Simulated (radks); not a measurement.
# Fractional charge and spin in the 4d shell of zirconium

One table from this session's results is given with a row withheld; the runs are named, their logs left out.

Method: scalar-relativistic Kohn-Sham, LDA (Slater exchange, Perdew-Wang correlation), spin-polarised, spherical densities, finite nucleus. Code: radks (a radial shooting solver on a logarithmic mesh, Libxc functionals) version 1.

**The system**

| Property | Result |
| --- | --- |
| element | zirconium (Z = 40) |
| configuration | [Kr] 4d(up 1, down 1) |
| nuclear rms radius | 4.2694 fm |

A shell typed twice in an input gives spin up, then spin down.

Set-up of the first run:

Input:

```text
Z 40
configuration [Kr] 4d1 4d1
relativity scalar-relativistic
functional lda,pw
spin polarised
nucleus finite rms 4.2694 fm
c 137.035999084
```

Steps of the session up to this table: 4d: up 1, down 1.

One table of the session follows, with a row left open; its other results are not shown here.

Radial moments (bohr):

```
level     <r>  outermost maximum (interpolated)  90 % within  nodes
   2s  0.1628                             0.137        0.252      1
   2p  0.1418                             0.109        0.231      0
   3s  0.4594                             0.409        0.680      2
   3p  0.4628                             0.402        0.701      1
   3d  0.4528                             0.347        0.729      0
   4s       ?                                 ?            ?      ?
   4p   1.363                              1.18         2.03      2
   4d   2.008                              1.57         3.16      1
```

Q: Estimate the row for 4s from the others.

As computed: <r>: 1.211; outermost maximum (interpolated): 1.08; 90 % within: 1.77; nodes: 3. In the column «<r>» it lies between 3p (0.4628) and 4p (1.363).
